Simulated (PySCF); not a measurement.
**TaSe: bond curves at several levels of theory**

One table from this session's results is given with a row withheld; the runs are named, their logs left out.

Program: PySCF 2.14.0. Level of theory: Ta def2-TZVPP with ECP60, Se def2-TZVPP, scalar-relativistic core potentials. These are calculated values, not measurements.

Set-up of the first run:

A driver script around PySCF takes these settings:

| Item | Value |
| --- | --- |
| atoms | Ta, Se |
| charge | 0 |
| basis | Ta def2-TZVPP with ECP60, Se def2-TZVPP |
| Hamiltonian | scalar-relativistic core potentials |
| basis functions | 104 |
| electrons treated | 47 |
| masses in u | 180.9480, 79.9165 |
| levels | PBE0, PBE, r²SCAN, M06-2X, LDA, PBEsol, B3LYP, HSE06, HF, MP2, SCS-MP2 |
| grid | 80 radial by 434 angular points |
| occupations | held fixed by the projection of orbital angular momentum |
| dissociation limit | Ta + Se, each in its ground configuration |
| starting distance in angstrom | 2.475 |
| values of 2S to try | 1, 3, 5, 7 |

Launch:

```
OMP_NUM_THREADS=2 python dia.py task.json out
```

Among the steps run: Input; First curve: PBE0; Higher solutions at PBE0; PBE (GGA); r²SCAN (meta-GGA); M06-2X (hybrid meta-GGA); LDA (local density); PBEsol; B3LYP (global hybrid GGA); HSE06 (range-separated hybrid); ROHF (mean field).

One table of the session follows, with a row left open; its other results are not shown here.

Energy (eV) from each level's lowest point:

```
R (Å)   ROHF  ROHF-MP2  ROHF-SCS-MP2    LDA    PBE
1.959  2.241     1.748         1.865  1.712  1.952
2.050  1.045     0.722         0.802  0.720  0.883
2.141  0.362     0.184         0.230  0.197  0.290
2.210  0.100     0.017         0.039  0.028  0.072
2.278  0.000     0.000         0.000  0.000  0.000
2.346  0.025     0.099         0.078  0.078  0.037
2.438      ?         ?             ?      ?      ?
2.551  0.578     0.838         0.755  0.696  0.551
2.688  1.143     1.533         1.401  1.260  1.057
2.870  1.928     2.533         2.317  2.045  1.775
```

Estimate the missing values for R (Å) = 2.438.

Worked estimate for «ROHF». A straight line through the neighbours (2.346, 0.025) and (2.551, 0.578) gives 0.025 + (0.578 − 0.025) × (2.438 − 2.346) / (2.551 − 2.346) = 0.273; a parabola fitted to 4 rows on both sides gives 0.225.

The run gave: ROHF: 0.203; ROHF-MP2: 0.363; ROHF-SCS-MP2: 0.315; LDA: 0.299; PBE: 0.209. In «ROHF» the line misses by +0.070 and the parabola by +0.022.

To keep in mind: Lowest PBE0 solution found, without spin–orbit coupling: ⁴Σ⁻ (quartet), unpaired electrons σ ↑, δ ↑↑. The state is the lowest single determinant that the PBE0 search found; with open d or f shells the true ground state can be another one. With spin–orbit coupling the term label itself may not hold.
